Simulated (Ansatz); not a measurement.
HfIn4SiO6:

```
Hf In Si O
1.0
     5.27743    0.00000    0.00000
    -2.63872    4.57039    0.00000
     0.00000    0.00000   10.55905
Hf In Si O
1 4 1 6
Direct
  0.66667 0.33333 0.00000
  0.00000 0.00000 0.30446
  0.00000 0.00000 0.69554
  0.33333 0.66667 0.78919
  0.33333 0.66667 0.21081
  0.00000 0.00000 0.00000
  0.97300 0.70496 0.89972
  0.29504 0.02700 0.10028
  0.29504 0.26804 0.89972
  0.73196 0.70496 0.10028
  0.73196 0.02700 0.89972
  0.97300 0.26804 0.10028
```

The cell was built by a generator and needn't be a form met in nature.

```yaml
Program: Ansatz 0.2.0
Task: relaxation of cell and atoms
Functional: r2SCAN
Potentials_or_basis: Ansatz PAW
Cutoff: "500 eV (not typed: the program's choice for these potentials)"
k_mesh: 4 × 4 × 2
Occupations: fermi-dirac, width 0.05 eV
Spin: no spin polarisation
```

At the start: volume 21.22 Å³/atom.

**Question.** Where does the relaxation end?

**Answer.** It ends after 8 steps and the volume is 19.56 Å³/atom (-7.9 %); space group P312 (No. 149, to 0.05 Å).

Step by step:
```csv
step,energy change (eV),largest force (eV/Å),volume (Å³)
1,0.0000,0.2803,254.68
2,-0.0610,0.3657,246.53
3,-0.0975,0.1148,244.84
4,-0.1058,0.0808,242.68
5,-0.1134,0.0914,237.59
6,-0.1170,0.0314,233.94
7,-0.1171,0.0015,234.68
8,-0.1113,0.0015,234.68
```

Final structure:
```yaml
crystal:
  lattice:
    - [5.17309, 0.00000, 0.00000]
    - [-2.58655, 4.48003, 0.00000]
    - [0.00000, 0.00000, 10.12618]
  atoms:
    - { symbol: Hf, position: [0.66667, 0.33333, 0.00000] }
    - { symbol: In, position: [0.00000, 0.00000, 0.31723] }
    - { symbol: In, position: [0.00000, 0.00000, 0.68277] }
    - { symbol: In, position: [0.33333, 0.66667, 0.78021] }
    - { symbol: In, position: [0.33333, 0.66667, 0.21979] }
    - { symbol: Si, position: [0.00000, 0.00000, 0.00000] }
    - { symbol: O, position: [0.97983, 0.70606, 0.89662] }
    - { symbol: O, position: [0.29394, 0.02017, 0.10338] }
    - { symbol: O, position: [0.29394, 0.27377, 0.89662] }
    - { symbol: O, position: [0.72623, 0.70606, 0.10338] }
    - { symbol: O, position: [0.72623, 0.02017, 0.89662] }
    - { symbol: O, position: [0.97983, 0.27377, 0.10338] }
```

Caveat: the plane-wave basis is chosen anew once the cell has moved, so the energies of steps on either side of that aren't comparable; the PAW data sets come from PBE, with cores solved anew for the run's functional, which leaves a small shift of forces and pressure.
